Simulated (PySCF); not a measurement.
**A diatomic session: LiGa**

One table from this session's results is given with a row withheld; the runs are named, their logs left out.

Method: Li aug-pcseg-1, Ga aug-pcseg-1, no relativity; program: PySCF 2.14.0.

Set-up of the first run:

Settings of the job:

- atoms: Li, Ga
- charge: 0
- basis: Li aug-pcseg-1, Ga aug-pcseg-1
- Hamiltonian: no relativity
- basis functions: 49
- electrons treated: 34
- masses in u: 7.0160, 68.9256
- levels: PBE0, PBE, r²SCAN, PBEsol, revPBE, M06-2X, LC-ωPBE, HF, MP2, SCS-MP2, CCSD, CCSD(T)
- grid: 80 radial by 434 angular points
- occupations: held fixed by the projection of orbital angular momentum
- dissociation limit: Li + Ga, each in its ground configuration
- starting distance in angstrom: 2.490
- values of 2S to try: 0, 2

Run with:

```bash
> OMP_NUM_THREADS=1 python dia.py task.json out
```

Steps of the session up to this table: Input; First curve: PBE0; Excited determinants; PBE (GGA); r²SCAN; PBEsol (GGA); revPBE (GGA); M06-2X (hybrid meta-GGA); LC-ωPBE (range-separated hybrid); RHF (mean field); MP2 and coupled cluster.

One table of the session follows, with a row left open; its other results are not shown here.

Energy (eV) from each level's lowest point:

```
R (Å)    RHF  RHF-MP2  RHF-SCS-MP2  RHF-CCSD  RHF-CCSD(T)
2.478  0.275    0.242        0.247       n/a          n/a
2.594  0.137    0.117        0.121     0.110        0.108
2.709  0.052    0.042        0.044     0.040        0.039
2.796  0.017    0.012        0.013     0.012        0.012
2.882  0.000    0.000        0.000     0.000        0.000
2.969  0.000    0.003        0.001     0.002        0.002
3.084  0.019    0.025        0.021     0.020        0.020
3.228      ?        ?            ?         ?            ?
3.401  0.151    0.155        0.145     0.133        0.127
3.631  0.288    0.285        0.269       n/a          n/a
```

**Question.** Estimate the row for R (Å) = 3.228.

Worked estimate for «RHF». A straight line through the neighbours (3.084, 0.019) and (3.401, 0.151) gives 0.019 + (0.151 − 0.019) × (3.228 − 3.084) / (3.401 − 3.084) = 0.079; a parabola fitted to 4 rows on both sides gives 0.070.

**Answer.** RHF: 0.068; RHF-MP2: 0.074; RHF-SCS-MP2: 0.067; RHF-CCSD: 0.063; RHF-CCSD(T): 0.061. In «RHF» the line misses by +0.011 and the parabola by +0.002.
